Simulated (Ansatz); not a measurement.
# C2H7BN2: the cost of one run

Program: Ansatz 0.2.0. Level of theory: RKS CAM-B3LYP-D4/def2-SVP. These are calculated values, not measurements.

## (1) The starting structure

Bond lengths: C1–C2 1.489 Å, C2–N3 1.398 Å, C2–B4 1.574 Å, N3–B4 1.530 Å, B4–N5 1.541 Å, C1–H6 1.169 Å, C1–H7 1.136 Å, C1–H8 1.051 Å, C2–H9 1.120 Å, N3–H10 1.072 Å, N5–H11 1.021 Å, N5–H12 1.039 Å. Angles (14 of 21 angles, heavy atoms first): C1–C2–N3 110.0°, C1–C2–B4 116.7°, N3–C2–B4 61.6°, C2–N3–B4 64.9°, C2–B4–N3 53.5°, C2–B4–N5 150.0°, N3–B4–N5 156.0°, C1–C2–H9 121.1°, N3–C2–H9 114.7°, B4–C2–H9 117.4°, C2–C1–H6 108.2°, C2–C1–H7 108.8°, C2–C1–H8 115.5°, C2–N3–H10 110.5°.

Structure file:

```xyz
12

C    -1.2886    0.5959    0.9201
C     0.0267    0.7818    0.2481
N     0.9927   -0.0277    0.8538
B     0.5874   -0.4467   -0.5608
N     0.5389   -1.3644   -1.7983
H    -2.1280    0.9141    0.1718
H    -1.3777    1.3483    1.7666
H    -1.4797   -0.3730    1.2793
H     0.3879    1.8005   -0.0466
H     1.9687    0.4003    0.7359
H     1.5125   -1.3698   -2.1045
H     0.3361   -2.3145   -1.4313
```

## (2) Relaxing end A

Contents of input.yaml:

```yaml
crystal:
  periodic: [false, false, false]
  atoms:
    - { symbol: C, position_ang: [-1.2886, 0.5959, 0.9201] }
    - { symbol: C, position_ang: [0.0267, 0.7818, 0.2481] }
    - { symbol: "N", position_ang: [0.9927, -0.0277, 0.8538] }
    - { symbol: B, position_ang: [0.5874, -0.4467, -0.5608] }
    - { symbol: "N", position_ang: [0.5389, -1.3644, -1.7983] }
    - { symbol: H, position_ang: [-2.128, 0.9141, 0.1718] }
    - { symbol: H, position_ang: [-1.3777, 1.3483, 1.7666] }
    - { symbol: H, position_ang: [-1.4797, -0.373, 1.2793] }
    - { symbol: H, position_ang: [0.3879, 1.8005, -0.0466] }
    - { symbol: H, position_ang: [1.9687, 0.4003, 0.7359] }
    - { symbol: H, position_ang: [1.5125, -1.3698, -2.1045] }
    - { symbol: H, position_ang: [0.3361, -2.3145, -1.4313] }
basis:
  gaussian: { orbitals: def2-SVP }
hamiltonian:
  xc: cam_b3lyp
  dispersion: d4
relax:
  f_tol: 0.015
  max_steps: 40
output:
  orbitals: {}
```

Command:

```console
$ ansatz run input.yaml --threads 2 --pin off --max-ram 3072MiB --backend cpu --events-out ev --progress --plain --runs-dir out
```

**Question.** How long does this run take on 2 threads of Intel Xeon Platinum 8259CL at 2.50GHz (Skylake/Cascade Lake), shared host, and how much memory does it need?

About 88 s, with a peak of 0.28 GiB.
